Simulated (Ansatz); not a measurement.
# Si13P2Pt3Au2: the cost of one run

Method: DFT PBE, scalar-relativistic, plane waves, PAW, in Ansatz 0.2.0.

### Step 1. The system as given

The cell holds 20 atoms (Au2P2Pt3Si13): a = 6.480 Å, b = 6.786 Å, c = 7.158 Å, α = 87.59°, β = 90.56°, γ = 90.05°.

It is the last frame of an earlier stage of the same melt, run at 1690 K.

As a file:

```cif
data_structure
_symmetry_space_group_name_H-M 'P 1'
_symmetry_Int_Tables_number 1
_cell_length_a 6.4795
_cell_length_b 6.7859
_cell_length_c 7.1585
_cell_angle_alpha 87.587
_cell_angle_beta 90.558
_cell_angle_gamma 90.047
_cell_volume 314.46
loop_
_atom_site_label
_atom_site_type_symbol
_atom_site_fract_x
_atom_site_fract_y
_atom_site_fract_z
_atom_site_occupancy
Si1 Si 0.49047 0.42521 0.80881 1
Si2 Si 0.95282 0.46258 0.99888 1
Si3 Si 0.55628 0.94565 0.28498 1
Si4 Si 0.03209 0.91043 0.53438 1
Si5 Si 0.14452 0.38675 0.75636 1
Si6 Si 0.08955 0.06835 0.23218 1
Si7 Si 0.28985 0.65370 0.98761 1
Si8 Si 0.32628 0.74548 0.67210 1
Si9 Si 0.46969 0.36403 0.28904 1
Si10 Si 0.76456 0.18932 0.49900 1
Si11 Si 0.12259 0.94295 0.90449 1
Si12 Si 0.76458 0.59577 0.32594 1
Si13 Si 0.72877 0.18421 0.93786 1
Pt1 Pt 0.31202 0.12588 0.63392 1
Pt2 Pt 0.37013 0.17185 0.05208 1
Pt3 Pt 0.79105 0.86603 0.07183 1
P1 P 0.65783 0.97833 0.70631 1
P2 P 0.78255 0.64537 0.66302 1
Au1 Au 0.30136 0.69667 0.36180 1
Au2 Au 0.05591 0.40797 0.40963 1
```

### Step 2. Langevin stage at 940 K

One k point, a Fermi-Dirac width of 0.081 eV and a fixed cell.

File input.yaml:

```yaml
crystal:
  lattice:
    - [6.479448, -0.002335, -0.033127]
    - [-0.002335, 6.784316, 0.146678]
    - [-0.033127, 0.146678, 7.156887]
  atoms:
    - { symbol: Si, position: [0.490474003, 0.4252103608, 0.8088148183] }
    - { symbol: Si, position: [0.9528212679, 0.4625843532, 0.9988772963] }
    - { symbol: Si, position: [0.5562761906, 0.9456456805, 0.2849829404] }
    - { symbol: Si, position: [0.0320863908, 0.9104331102, 0.5343788341] }
    - { symbol: Si, position: [0.1445202687, 0.3867512618, 0.7563617666] }
    - { symbol: Si, position: [0.0895534328, 0.0683514353, 0.2321825928] }
    - { symbol: Si, position: [0.2898501169, 0.6536955974, 0.9876056592] }
    - { symbol: Si, position: [0.3262842831, 0.7454801954, 0.6720975208] }
    - { symbol: Si, position: [0.4696934153, 0.3640257872, 0.289040471] }
    - { symbol: Si, position: [0.7645567452, 0.1893235069, 0.4990031896] }
    - { symbol: Si, position: [0.1225910525, 0.9429478546, 0.9044921714] }
    - { symbol: Si, position: [0.7645849078, 0.5957723757, 0.3259446496] }
    - { symbol: Si, position: [0.7287650292, 0.1842145926, 0.9378637218] }
    - { symbol: Pt, position: [0.3120160248, 0.1258808237, 0.63392064] }
    - { symbol: Pt, position: [0.3701310286, 0.1718493792, 0.0520767808] }
    - { symbol: Pt, position: [0.7910503354, 0.8660285959, 0.0718261889] }
    - { symbol: P, position: [0.657832996, 0.9783281089, 0.7063132105] }
    - { symbol: P, position: [0.7825485742, 0.6453749825, 0.6630248946] }
    - { symbol: Au, position: [0.3013628244, 0.6966725391, 0.3617976543] }
    - { symbol: Au, position: [0.0559050416, 0.4079729408, 0.409628384] }
  symmetry: { detect: false }
basis:
  ecutwfc: 420
  xc_grid: 1
kpoints:
  mp_grid: { grid: [1, 1, 1], shift: [0.25, 0.25, 0.25] }
hamiltonian:
  xc: pbe
scf:
  occupations: { method: fermi_dirac, width: 0.081 }
  lower_state_search: "off"
  convergence: { dr2_threshold: 1.0e-05 }
output:
  forces: true
  stress: true
md:
  timestep: 3.0
  n_steps: 166
  ensemble: nvt_langevin
  friction: 0.03
  temperature: 940.0
  initial_velocities: maxwell_boltzmann
  seed: 69812
```

The run is started by

```
$ ansatz run input.yaml --threads 2 --pin off --max-ram 5120MiB --backend cpu --events-out ev --progress --plain --runs-dir out
```

Q: Estimate wall time and peak memory on 2 threads of Arm Neoverse V1, shared host.

About 4.8 min, with a peak of 0.51 GiB.
